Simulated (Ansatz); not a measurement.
**F₂H₂HfSe₂: up Jacob's ladder to CCSD(T)**

The task here is to estimate one member of a computed series from the others.

The runs use Ansatz 0.2.0, Gaussian basis; functionals in def2-TZVPP, the program's frozen cores in correlated methods.

Plan: PBE-D4, r2SCAN-D4, PBE0-D4, B3LYP-D4, ωB97X-V, ωB97M-V, B2PLYP; CCSD(T)/def2-TZVPP; MP2/def2-QZVPP; extrapolation to the limit.

**The relaxed structure**

The geometry comes from an earlier relaxation with PBE0-D4 in a triple-zeta def2 set; it is a stationary point, not always the lowest conformer. Hf takes the def2 core potential; no spin-orbit term is included.

SMILES `[F][Hf]([F])([SeH])[SeH]`, 7 atoms, charge 0, spin multiplicity 1.

Atoms are counted from 1 here; the program's logs count them from 0.

Bond lengths: F1–Hf2 1.889 Å, Hf2–F3 1.891 Å, Hf2–Se4 2.563 Å, Hf2–Se5 2.571 Å, Se4–H6 1.475 Å, Se5–H7 1.475 Å. Angles: F1–Hf2–F3 110.6°, F1–Hf2–Se4 108.5°, F1–Hf2–Se5 110.8°, F3–Hf2–Se4 112.0°, F3–Hf2–Se5 108.6°, Se4–Hf2–Se5 106.2°, Hf2–Se4–H6 87.0°, Hf2–Se5–H7 89.1°.

The first run:

File in.yaml:

```yaml
crystal:
  periodic: [false, false, false]
  atoms:
    - {symbol: F, position_ang: [-1.850380, -0.278317, -1.443501]}
    - {symbol: Hf, position_ang: [-0.276353, -0.203726, -0.401038]}
    - {symbol: F, position_ang: [1.251373, -0.480692, -1.480027]}
    - {symbol: Se, position_ang: [-0.458272, -1.943984, 1.471319]}
    - {symbol: Se, position_ang: [-0.056599, 2.078920, 0.762175]}
    - {symbol: H, position_ang: [1.005936, -1.835560, 1.609323]}
    - {symbol: H, position_ang: [0.384305, 2.663360, -0.518241]}
basis:
  gaussian: {orbitals: def2-TZVPP}
hamiltonian: {xc: pbe, dispersion: d4}
output: {forces: true, orbitals: {seedname: orbitals}}
```

Run with:

```console
$ ansatz run in.yaml --threads 2 --pin off --events-out ev --progress --plain --max-ram 32768MiB --backend cpu
```

Steps of the session up to this table: PBE-D4 (GGA); r2SCAN-D4 (meta-GGA); PBE0-D4 (hybrid); B3LYP-D4 (hybrid); ωB97X-V (range-separated); ωB97M-V (range-separated); B2PLYP (double hybrid).

One of the session's tables, all rows but one given; the rest of the session is left out.

It belongs to the step «Frontier levels by functional». 

```
functional  HOMO (eV)  LUMO (eV)  gap (eV)
    PBE-D4      -6.39      -2.67      3.72
 r2SCAN-D4      -6.69      -2.51      4.18
   PBE0-D4          ?          ?         ?
  B3LYP-D4      -7.30      -2.10      5.20
   ωB97X-V      -9.80       0.18      9.98
   ωB97M-V      -9.66       0.07      9.74
```

**Question.** Estimate the row for PBE0-D4.

**Answer.** HOMO (eV): -7.54; LUMO (eV): -1.91; gap (eV): 5.63. In the column «HOMO (eV)» it lies between ωB97M-V (-9.66) and B3LYP-D4 (-7.30).
